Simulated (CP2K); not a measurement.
# HPbNO4 (P1) in CP2K: settings compared

Aim: see how the results for HPbNO4 move with the level of theory and the settings. Levels: PBE, PBE+D3(BJ). Tasks: relaxation of cell and atoms, atomic charges, electron localisation function.

Program: CP2K 2026.2. These are calculated values, not measurements. Logs are shortened: lines on timing, memory, paths and dates and some standing lists are left out, and cuts for length are marked.

## 1. The crystal as given

The typed cell holds 7 atoms: a = 3.858 Å, b = 5.535 Å, c = 6.055 Å, α = 106.62°, β = 93.97°, γ = 90.45°.

The cell was built by a generator and needn't be a form met in nature.

## 2. Relaxation of cell and atoms, PBE

Input file hpbno4_vcrelax.inp:

```
&GLOBAL
  PROJECT hpbno4_vcrelax
  RUN_TYPE CELL_OPT
  PRINT_LEVEL LOW
&END GLOBAL
&FORCE_EVAL
  METHOD QS
  STRESS_TENSOR ANALYTICAL
  &DFT
    BASIS_SET_FILE_NAME BASIS_MOLOPT_UZH
    POTENTIAL_FILE_NAME POTENTIAL_UZH
    &MGRID
      CUTOFF 600
      REL_CUTOFF 60
      NGRIDS 5
    &END MGRID
    &QS
      METHOD GPW
      EPS_DEFAULT 1.0E-9
      EXTRAPOLATION USE_PREV_P
    &END QS
    &KPOINTS
      SCHEME MONKHORST-PACK 5 4 4
      GAMMA_CENTERED T
    &END KPOINTS
    &SCF
      SCF_GUESS ATOMIC
      EPS_SCF 1.0E-6
      MAX_SCF 100
      ADDED_MOS 20
      CHOLESKY OFF
      EPS_EIGVAL 1.0E-7
      &DIAGONALIZATION ON
        ALGORITHM STANDARD
      &END DIAGONALIZATION
      &MIXING ON
        METHOD BROYDEN_MIXING
        ALPHA 0.4
        BETA 1.5
        NBUFFER 8
      &END MIXING
      &SMEAR ON
        METHOD FERMI_DIRAC
        ELECTRONIC_TEMPERATURE [K] 580.226
      &END SMEAR
    &END SCF
    &XC
      &XC_FUNCTIONAL PBE
      &END XC_FUNCTIONAL
    &END XC
    &PRINT
      &KPOINTS ON
      &END KPOINTS
      &MULLIKEN ON
        &EACH
          CELL_OPT 0
        &END EACH
        ADD_LAST NUMERIC
      &END MULLIKEN
      &MO ON
        ENERGIES T
        OCCUPATION_NUMBERS T
        &EACH
          QS_SCF 0
          CELL_OPT 0
        &END EACH
        ADD_LAST NUMERIC
      &END MO
      &LOWDIN ON
        &EACH
          CELL_OPT 0
        &END EACH
        ADD_LAST NUMERIC
      &END LOWDIN
      &HIRSHFELD ON
        SHAPE_FUNCTION DENSITY
        &EACH
          CELL_OPT 0
        &END EACH
        ADD_LAST NUMERIC
      &END HIRSHFELD
    &END PRINT
  &END DFT
  &SUBSYS
    &CELL
      A 3.8577760279 0.0000000000 0.0000000000
      B -0.0430295741 5.5350606140 0.0000000000
      C -0.4197317742 -1.7353810959 5.7861846387
      PERIODIC XYZ
    &END CELL
    &COORD
      SCALED
      H   0.1091300000 0.6571800000 0.5446300000
      Pb  0.6102900000 0.5212700000 0.1510000000
      N   0.9158000000 0.9626300000 0.9586700000
      O   0.0138400000 0.1363900000 0.8808400000
      O   0.7239800000 0.0105700000 0.1285800000
      O   0.0038900000 0.7373200000 0.8704300000
      O   0.1192700000 0.5932400000 0.3765100000
    &END COORD
    &KIND H
      BASIS_SET DZVP-MOLOPT-PBE-GTH-q1
      POTENTIAL GTH-PBE-q1
    &END KIND
    &KIND Pb
      BASIS_SET DZVP-MOLOPT-PBE-GTH-q4
      POTENTIAL GTH-PBE-q4
    &END KIND
    &KIND N
      BASIS_SET DZVP-MOLOPT-PBE-GTH-q5
      POTENTIAL GTH-PBE-q5
    &END KIND
    &KIND O
      BASIS_SET DZVP-MOLOPT-PBE-GTH-q6
      POTENTIAL GTH-PBE-q6
    &END KIND
    &PRINT
      &ATOMIC_COORDINATES ON
      &END ATOMIC_COORDINATES
      &CELL ON
      &END CELL
    &END PRINT
  &END SUBSYS
  &PRINT
    &FORCES ON
    &END FORCES
    &STRESS_TENSOR ON
    &END STRESS_TENSOR
  &END PRINT
&END FORCE_EVAL
&MOTION
  &CELL_OPT
    OPTIMIZER BFGS
    MAX_ITER 40
    MAX_FORCE [eV*angstrom^-1] 0.05
    RMS_FORCE [eV*angstrom^-1] 0.05
    MAX_DR 1.0E-2
    RMS_DR 1.0E-2
    EXTERNAL_PRESSURE [bar] 0.0
    PRESSURE_TOLERANCE [bar] 500
    KEEP_ANGLES T
  &END CELL_OPT
  &PRINT
    &TRAJECTORY ON
    &END TRAJECTORY
    &CELL ON
    &END CELL
    &FORCES ON
    &END FORCES
    &STRESS ON
    &END STRESS
    &RESTART OFF
    &END RESTART
    &RESTART_HISTORY OFF
    &END RESTART_HISTORY
  &END PRINT
&END MOTION
```

Potentials or basis: POTENTIAL_UZH H GTH-PBE-q1, Pb GTH-PBE-q4, N GTH-PBE-q5, O GTH-PBE-q6; DZVP-MOLOPT-PBE-GTH basis.

Launch:

```
$ OMP_NUM_THREADS=1 mpirun -n 4 cp2k.psmp -i hpbno4_vcrelax.inp -o hpbno4_vcrelax.out
```

hpbno4_vcrelax.out:

```text

 CP2K| version string:                                       CP2K version 2026.2
 CP2K| Input file name                                        hpbno4_vcrelax.inp

 GLOBAL| Force Environment number                                              1
 GLOBAL| Basis set file name                                    BASIS_MOLOPT_UZH
 GLOBAL| Potential file name                                       POTENTIAL_UZH
 GLOBAL| MM Potential file name                                     MM_POTENTIAL
 GLOBAL| Coordinate file name                                      __STD_INPUT__
 GLOBAL| Method name                                                        CP2K
 GLOBAL| Project name                                             hpbno4_vcrelax
 GLOBAL| Run type                                                       CELL_OPT
 GLOBAL| FFT library                                                       FFTW3
 GLOBAL| Diagonalization library                                       ScaLAPACK
 GLOBAL| Cholesky decomposition library                                ScaLAPACK
 GLOBAL| DGEMM library                                                      BLAS
 GLOBAL| Direct generalized diagonalization requested                          F
 GLOBAL| Matrix multiplication library                                 ScaLAPACK
 GLOBAL| Global print level                                                  LOW
 GLOBAL| Total number of message passing processes                             4
 GLOBAL| Number of threads for this process                                    1
 GLOBAL| CPU model name                          AMD EPYC 7R43 64-Core Processor

 CELL| Volume [angstrom^3]:                                           123.552540
 CELL| Vector a [angstrom]:       3.858     0.000     0.000   |a| =     3.857776
 CELL| Vector b [angstrom]:      -0.043     5.535     0.000   |b| =     5.535228
 CELL| Vector c [angstrom]:      -0.420    -1.735     5.786   |c| =     6.055382
 CELL| Angle (b,c), alpha [degree]:                                   106.620868
 CELL| Angle (a,c), beta  [degree]:                                    93.974672
 CELL| Angle (a,b), gamma [degree]:                                    90.445409
 CELL| Numerically orthorhombic:                                              NO
 CELL| Periodicity                                                           XYZ

 CELL_REF| Volume [angstrom^3]:                                       123.552540
 CELL_REF| Vector a [angstrom     3.858     0.000     0.000   |a| =     3.857776
 CELL_REF| Vector b [angstrom    -0.043     5.535     0.000   |b| =     5.535228
 CELL_REF| Vector c [angstrom    -0.420    -1.735     5.786   |c| =     6.055382
 CELL_REF| Angle (b,c), alpha [degree]:                               106.620868
 CELL_REF| Angle (a,c), beta  [degree]:                                93.974672
 CELL_REF| Angle (a,b), gamma [degree]:                                90.445409
 CELL_REF| Numerically orthorhombic:                                          NO
 CELL_REF| Periodicity                                                       XYZ
[... 9 lines left out ...]
 TOTAL NUMBERS AND MAXIMUM NUMBERS

  Total number of            - Atomic kinds:                                   4
                             - Atoms:                                          7
                             - Shell sets:                                     7
                             - Shells:                                        33
                             - Primitive Cartesian functions:                 34
                             - Cartesian basis functions:                     89
                             - Spherical basis functions:                     83

  Maximum angular momentum of- Orbital basis functions:                        2
                             - Local part of the GTH pseudopotential:          2
                             - Non-local part of the GTH pseudopotential:      4

 MODULE QUICKSTEP: ATOMIC COORDINATES IN ANGSTROM

   Atom Kind Element         X             Y             Z       Z(eff)     Mass
      1    1 H     1      0.164122      2.692391      3.151330   1.0000   1.0079
      2    2 Pb   82      2.268553      2.623219      0.873714   4.0000 207.2000
      3    3 N     7      3.089145      3.664558      5.547042   5.0000  14.0067
      4    4 O     8     -0.322194     -0.773666      5.096703   6.0000  15.9994
      5    4 O     8      2.738529     -0.164630      0.743988   6.0000  15.9994
      6    4 O     8     -0.382067      2.570583      5.036469   6.0000  15.9994
      7    4 O     8      0.276557      2.630231      2.178556   6.0000  15.9994

[... 662 lines left out ...]
 OPT| Step size                                                     0.0130760872
 OPT| Trust radius                                                  0.4724315332
 OPT| Decrease in energy                                                     YES
 OPT|
 OPT| Maximum step size                                             0.0130760872
 OPT| Convergence limit for maximum step size                       0.0100000000
 OPT| Maximum step size is converged                                          NO
 OPT|
 OPT| RMS step size                                                 0.0045321062
 OPT| Convergence limit for RMS step size                           0.0100000000
 OPT| RMS step size is converged                                             YES
 OPT|
 OPT| Maximum gradient                                              0.0022439433
 OPT| Convergence limit for maximum gradient                        0.0009723453
 OPT| Maximum gradient is converged                                           NO
 OPT|
 OPT| RMS gradient                                                  0.0008339114
 OPT| Convergence limit for RMS gradient                            0.0009723453
 OPT| RMS gradient is converged                                              YES
 OPT|
 OPT| Pressure deviation [bar]                                   -250.7207004851
 OPT| Pressure tolerance [bar]                                    500.0000000000
 OPT| Pressure is converged                                                  YES
 OPT| **************************************************************************
[... 579 lines left out ...]
 OPT| Scaling factor                                                0.0000000000
 OPT| Step size                                                     0.0041801863
 OPT| Trust radius                                                  0.4724315332
 OPT| Decrease in energy                                                     YES
 OPT|
 OPT| Maximum step size                                             0.0041801863
 OPT| Convergence limit for maximum step size                       0.0100000000
 OPT| Maximum step size is converged                                         YES
 OPT|
 OPT| RMS step size                                                 0.0018325333
 OPT| Convergence limit for RMS step size                           0.0100000000
 OPT| RMS step size is converged                                             YES
 OPT|
 OPT| Maximum gradient                                              0.0009655000
 OPT| Convergence limit for maximum gradient                        0.0009723453
 OPT| Maximum gradient is converged                                          YES
 OPT|
 OPT| RMS gradient                                                  0.0003864269
 OPT| Convergence limit for RMS gradient                            0.0009723453
 OPT| RMS gradient is converged                                              YES
 OPT|
 OPT| Pressure deviation [bar]                                    492.5281250722
 OPT| Pressure tolerance [bar]                                    500.0000000000
 OPT| Pressure is converged                                                  YES
 OPT| **************************************************************************

 *******************************************************************************
 ***                    GEOMETRY OPTIMIZATION COMPLETED                      ***
 *******************************************************************************

 write_final_structure: Optimization converged, writing XYZ file gladly:
  hpbno4_vcrelax-FINAL-1_9.xyz

 write_final_structure: Optimization converged, writing CIF file gladly:
  hpbno4_vcrelax-FINAL-1_9.cif

 write_final_structure: Done!

                    Reevaluating energy at the minimum

 CELL| Volume [angstrom^3]:                                           124.846190
 CELL| Vector a [angstrom]:       3.885     0.000     0.000   |a| =     3.885260
 CELL| Vector b [angstrom]:      -0.043     5.549     0.000   |b| =     5.548899
 CELL| Vector c [angstrom]:      -0.420    -1.737     5.791   |c| =     6.060533
 CELL| Angle (b,c), alpha [degree]:                                   106.620868
 CELL| Angle (a,c), beta  [degree]:                                    93.974672
 CELL| Angle (a,b), gamma [degree]:                                    90.445409
 CELL| Numerically orthorhombic:                                              NO
 CELL| Periodicity                                                           XYZ
[... 643 lines left out ...]
 MO|     36               0.806730              21.952253               0.000000
 MO|     37               0.836930              22.774020               0.000000
 MO| Sum:                                                              34.000000
 MO| E(Fermi):            0.031766 a.u.          0.864394 eV

 [... the levels of further k-points ...]

 !-----------------------------------------------------------------------------!
                     Mulliken Population Analysis

 #  Atom  Element  Kind  Atomic population                           Net charge
       1     H        1          0.691852                              0.308148
       2     Pb       2          2.714947                              1.285053
       3     N        3          4.606419                              0.393581
       4     O        4          6.332280                             -0.332280
       5     O        4          6.393883                             -0.393883
       6     O        4          6.396615                             -0.396615
       7     O        4          6.864005                             -0.864005
 # Total charge                             34.000000                 -0.000000

 !-----------------------------------------------------------------------------!

 !-----------------------------------------------------------------------------!
                           Hirshfeld Charges

  #Atom  Element  Kind  Ref Charge     Population                    Net charge
      1       H      1       1.000          0.914                         0.086
      2       Pb     2       4.000          3.442                         0.558
      3       N      3       5.000          4.761                         0.239
      4       O      4       6.000          6.178                        -0.178
      5       O      4       6.000          6.176                        -0.176
      6       O      4       6.000          6.165                        -0.165
      7       O      4       6.000          6.363                        -0.363

  Total Charge                                                           -0.000
 !-----------------------------------------------------------------------------!

 LOWDIN POPULATION ANALYSIS

 #  Atom  Element  Kind  Atomic population                           Net charge
       1     H        1          1.187258                             -0.187258
       2     Pb       2          3.374312                              0.625688
       3     N        3          5.376101                             -0.376101
       4     O        4          5.960435                              0.039565
       5     O        4          5.978311                              0.021689
       6     O        4          5.926519                              0.073481
       7     O        4          6.197063                             -0.197063
 # Total charge                             34.000000                 -0.000000

 ENERGY| Total FORCE_EVAL ( QS ) energy [hartree]            -78.103333919807156
```

Wall time 2.2 min (4 MPI ranks of AMD EPYC 7R43 (Zen 3), shared host).

Results:

```yaml
Free_energy: -2125.2998 eV
Relaxed_volume: 17.84 Å³/atom
Relaxed_cell: a = 3.885 Å, b = 5.549 Å, c = 6.061 Å, α = 106.62°, β = 93.97°, γ = 90.45°
Space_group_after_relaxing_to_0.05_Å: P1 (No. 1)
Energy_gained_by_relaxing: 3.2 meV/atom
Ionic_steps: 11
Pressure_after_relaxing: 0.0 GPa
Largest_force_after_relaxing: 0.060 eV/Å
Band_gap_on_the_k_mesh: 3.01 eV, indirect (least direct gap 3.05 eV)
Mulliken_charges: H +0.31; Pb +1.29; N +0.39; O -0.33, -0.39, -0.40, -0.86 e
Hirshfeld_charges: H +0.09; Pb +0.56; N +0.24; O -0.18, -0.17, -0.36 e
```

Forces on the atoms (eV/Å):
```
H   -0.016 -0.001 -0.017
Pb  -0.018 -0.007  0.031
N    0.001 -0.007 -0.001
O    0.019 -0.001 -0.031
O   -0.050 -0.007  0.033
O    0.029 -0.010 -0.045
O    0.012  0.015 -0.009
```

Step by step:
| step | energy change (eV) | largest force (eV/Å) | volume (Å³) |
| --- | --- | --- | --- |
| 1 | 0.0000 | 0.8837 | 123.55 |
| 2 | -0.0156 | 0.2470 | 123.78 |
| 3 | -0.0181 | 0.1217 | 123.94 |
| 4 | -0.0188 | 0.1010 | 124.05 |
| 5 | -0.0203 | 0.1514 | 124.35 |
| 6 | -0.0209 | 0.1052 | 124.52 |
| 7 | -0.0213 | 0.0735 | 124.63 |
| 8 | -0.0216 | 0.0699 | 124.70 |
| 9 | -0.0220 | 0.0718 | 124.78 |
| 10 | -0.0222 | 0.0605 | 124.85 |
| 11 | -0.0222 | 0.0605 | 124.85 |

Final structure:
```
H Pb N O
1.0
     3.88526    0.00000    0.00000
    -0.04314    5.54873    0.00000
    -0.42009   -1.73686    5.79111
H Pb N O
1 1 1 4
Direct
  0.10920 0.65823 0.54637
  0.60544 0.52065 0.14967
  0.91550 0.96235 0.95766
  0.01639 0.13610 0.87838
  0.72369 0.01240 0.12905
  0.00046 0.73438 0.86912
  0.11669 0.59235 0.37706
```

Caveat: Mulliken charges move with the basis; spin-orbit coupling is left out, which as a rule narrows the gap of such compounds by several tenths of an eV; an odd mesh through Γ misses points on the zone boundary, where band edges often lie; the basis of atomic orbitals isn't converged, which shifts pressures, moduli and gaps. PBE gaps usually lie below the measured ones, often by a third to a half.

(Part 1 of 3 ends here.)
